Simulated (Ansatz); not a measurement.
Working through a phonon calculation by linear response of Bi, space group I4/mmm

Program: Ansatz 0.2.0, Python API.

`POSCAR_bi`
```text
Bi
1.0
  -4.25748200    4.25748200    1.43056400
   4.25748200   -4.25748200    1.43056400
   4.25748200    4.25748200   -1.43056400
Bi
1
Direct
   0.00000000    0.00000000    0.00000000
```

At the Python prompt:
```pycon
>>> from pathlib import Path
>>> import warnings
>>> import ansatz as az
>>> from ase.io import read
>>> import numpy as np
>>> XC = "PBEsol"
>>> ECUT = 420
>>> FILLING = "fermi_dirac"
>>> WIDTH_EV = 0.15
>>> KMESH = (12, 12, 12)
>>> warnings.simplefilter("ignore", az.DeckWarning)
>>> atoms = read("POSCAR_bi", format="vasp")
>>> crystal = az.Crystal.from_ase(atoms)
>>> len(crystal.resolved().sites)
1
>>> calc = crystal.calculation()
>>> calc = calc.functional(XC)
>>> calc = calc.basis(ECUT, xc_grid=2)
>>> calc = calc.accuracy("low").occupations(FILLING, width=WIDTH_EV)
>>> calc = calc.kpoints(*KMESH)
>>> calc = calc.phonons("dfpt", points=[(0, 0, 0), (0.5, 0, 0), (0.5, 0.5, 0.5)])
>>> result = calc.run(runs_dir="runs")

>>> ph = result.phonons
>>> for q in ph.qpoints:
...     thz = np.asarray(q.omega_inv_cm) / 33.35641
...     print("q = ({:.2f}, {:.2f}, {:.2f})".format(*q.q_frac), np.round(thz, 2) + 0.0, "THz")
...
q = (0.00, 0.00, 0.00) [0. 0. 0.] THz
q = (0.50, 0.00, 0.00) [1.66 1.66 1.95] THz
q = (0.50, 0.50, 0.50) [-0.31 -0.31  0.03] THz
```

What to keep in mind:
- These settings explore the input space; cutoff and mesh may be short of convergence.
- The cell holds an odd number of electrons and is run without spin, so a magnetic state may lie lower.
- The cell isn't relaxed first, so the values belong to this volume.
- The cell holds layers, chains or clusters in vacuum, no bulk phase.
- Points of the mesh across the vacuum add cost only.
- Spin-orbit coupling, which matters for elements this heavy, is left out.
- This isn't the structure that Bi takes at ambient conditions.
- The structure is taken as given; imaginary modes can come from an unrelaxed or unstable start. Phonons of metals also depend on mesh and smearing.
- Wall time of the script: 4.2 min on 1 thread of Intel(R) Xeon(R) Platinum 8488C (Sapphire Rapids), with other jobs on the host, peak memory 1.8 GiB.

(Lines on the test bed's own set-up are left out of the output.)
